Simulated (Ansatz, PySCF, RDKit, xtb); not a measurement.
**Al2H2ClOF: from the formula to a structure**

Only the formula Al2H2ClOF is given. Aim: find the structure of lowest free energy at 298.15 K, then its properties.

The funnel: GFN2-xTB relaxations, single points with a density functional, relaxations at B3LYP-D3(BJ)/6-311G**, harmonic vibrations, and a last energy at a higher level. All values are calculated.

7 further runs of the same task are left out: 7 set aside as unsound or not needed.

**1. Possible bonding patterns**

A program enumerates the bonding patterns with one Lewis structure each (two rings at most, one unusual centre or charged pair), with their diastereomers. O–O, O–halogen and N–halogen bonds and N–N–N chains are not drawn. That gives 12 candidates.

```tsv
label	SMILES	spin
c135	[OH][Al+][Al@H-]([F])[Cl]	singlet
c205	[OH][Al@H-]([F])[Al+][Cl]	singlet
c313	[OH][Al@-]([F])([AlH+])[Cl]	singlet
c336	[F][Al]1[OH+][Al@@H-]1[Cl]	singlet
c429	[F][Al@-]1([Cl])[OH+][AlH]1	singlet
c756	[OH][Al]([F])[AlH][Cl]	singlet
c824	[F][Al@@H-]1[OH+][Al]1[Cl]	singlet
c826	[F][AlH][O][AlH][Cl]	singlet
c855	[OH][Al@H-]([Cl])[Al+][F]	singlet
c856	[OH][AlH][Al]([F])[Cl]	singlet
c859	[OH][Al]([Cl])[AlH][F]	singlet
c965	[F][Al]([Cl])[O][AlH2]	singlet
```

Candidates are built by distance geometry, with a force field where one applies, in up to four conformers (letters a to d). 16 starts with atoms placed at random are added, to find patterns that the rules miss.

**Question.** With final energies at CCSD(T)/def2-SVP + MP2/def2-TZVPP - MP2/def2-SVP, which structure will this search put lowest in free energy, and by what margin?

| quantity | value |
| --- | --- |
| lowest structure found | [F][AlH][O][AlH][Cl], singlet, C1 |
| next finalist | [F][Al]([Cl])[O][AlH2], singlet, 4.1 kcal/mol higher in G |
| share at equilibrium, among the finalists | 99.9 % |
| harmonic wavenumbers, lowest and highest (B3LYP-D3(BJ)/6-311G**) | 28 and 2037 cm⁻¹ |
| rotational constants, same geometry | 0.2161, 0.02922, 0.02771 cm⁻¹ |
| dipole moment (PBE0/def2-TZVPD) | 1.72 D |
| HOMO energy (PBE0/def2-TZVPD) | -9.18 eV |
| LUMO energy (PBE0/def2-TZVPD) | -1.00 eV |
| HOMO–LUMO gap (PBE0/def2-TZVPD) | 8.18 eV |
| lowest excitation (TD-B3LYP/def2-SVPD) | 6.61 eV (f = 0.005) |
| strongest of the states computed, same level | 7.16 eV (f = 0.097) |
| lowest triplet excitation, same level, Tamm-Dancoff | 6.27 eV |
| vertical ionisation energy | 11.15 eV |
| vertical electron affinity | -0.25 eV (unbound: the value depends on the basis) |
| vertical triplet less singlet | +6.30 eV |

The search ends on `[F][AlH][O][AlH][Cl]`. Among the finalists first place is clear (4.1 kcal/mol); structures outside the list aren't covered. GFN2-xTB, HF/STO-3G, r2SCAN-D4/def2-SVP, B3LYP-D3(BJ)/6-311G**, HF/def2-SVP and MP2/def2-SVP already put its bonding pattern lowest among the structures in one piece. The search is not exhaustive (a finite list of starts, one conformer a finalist), so a lower isomer can't be ruled out. Patterns outside the rules of the enumeration were met only by chance.
